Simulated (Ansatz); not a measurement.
Run this with Ansatz 0.2.0, Python API and show what comes out.

The script, `run_md.py`:
```python
"""Molecular dynamics of one CH5FOSi molecule."""

import ansatz as az
import numpy as np

SETTINGS = {
    "basis_set": "def2-SVP",
    "functional": "pbe",
    "n_steps": 20,
    "temperature_k": 300,
}

system = (
    az.Crystal.molecule()
    .atom("C", [-0.2302, 1.0725, -0.664])
    .atom("O", [-0.8705, 0.0798, 0.0937])
    .atom("Si", [0.0977, -1.1, 0.6864])
    .atom("F", [1.1764, -1.5725, -0.483])
    .atom("H", [0.1819, 0.7154, -1.6074])
    .atom("H", [-1.0708, 1.8283, -0.9734])
    .atom("H", [0.487, 1.6816, -0.089])
    .atom("H", [-0.6369, -2.2308, 1.1774])
    .atom("H", [0.9538, -0.5205, 1.8422])
)

calc = (
    system.calculation()
    .basis(gaussian=SETTINGS["basis_set"])
    .functional(SETTINGS["functional"])
    .md("nvt_nose_hoover", timestep=0.25, steps=SETTINGS["n_steps"], temperature=SETTINGS["temperature_k"], initial_velocities="maxwell_boltzmann", seed=45, thermostat_time=50)
)
frames = []
out = calc.session().plan().execute(on_event=lambda e: frames.append(e["data"]) if e["event"] == "md_step" else None)
print("t (fs)   E_pot (eV)      E_kin (eV)   T (K)   d(0-1) (A)")
for f in frames[::3]:
    xyz = np.array(f["positions_ang"])
    print(f"{f['time_fs']:6.2f} {f['lagrangian_ev']:14.5f} {f['e_kin_ev']:10.5f} {f['temperature_k']:8.1f} {np.linalg.norm(xyz[0] - xyz[1]):9.4f}")
kept = np.array([f["conserved_ev"] for f in frames])
print(f"conserved energy moves by at most {1000 * np.ptp(kept):.3f} meV")
symbols = [site.symbol for site in system.cartesian_sites]
with open("last_frame.xyz", "w") as handle:
    handle.write(f"{len(symbols)}\nt = {frames[-1]['time_fs']} fs\n")
    handle.writelines("{:2s} {:10.5f} {:10.5f} {:10.5f}\n".format(s, *xyz) for s, xyz in zip(symbols, frames[-1]["positions_ang"]))
```

```console
$ python run_md.py
t (fs)   E_pot (eV)      E_kin (eV)   T (K)   d(0-1) (A)
  0.00   -13744.38180    0.27145    300.0    1.4034
  0.75   -13744.42003    0.30954    342.1    1.3993
  1.50   -13744.45610    0.34544    381.8    1.3959
  2.25   -13744.46977    0.35895    396.7    1.3934
  3.00   -13744.44935    0.33845    374.0    1.3919
  3.75   -13744.40128    0.29041    321.0    1.3915
  4.50   -13744.35071    0.23992    265.2    1.3922
conserved energy moves by at most 0.473 meV
```

It writes `last_frame.xyz`:
```text
9
t = 5.0 fs
C    -0.23229    1.07313   -0.64900
O    -0.90554    0.09280    0.07677
Si    0.12001   -1.10183    0.67962
F     1.15974   -1.55800   -0.46544
H     0.23139    0.62810   -1.59661
H    -1.00226    1.72251   -0.94600
H     0.62894    1.61113   -0.12457
H    -0.65093   -2.30774    1.20819
H     0.98138   -0.61612    1.75670
```

These settings explore the input space; basis and method may be short of convergence. The trajectory is only some femtoseconds long, so its temperature is not equilibrated; where the script doesn't relax first, it starts from a rough generated geometry. The temperature counts the internal degrees of freedom alone. Wall time of the script: 29 s on 1 thread of INTEL(R) XEON(R) PLATINUM 8581C CPU @ 2.10GHz (Emerald Rapids) (shared host), peak memory 0.19 GiB.
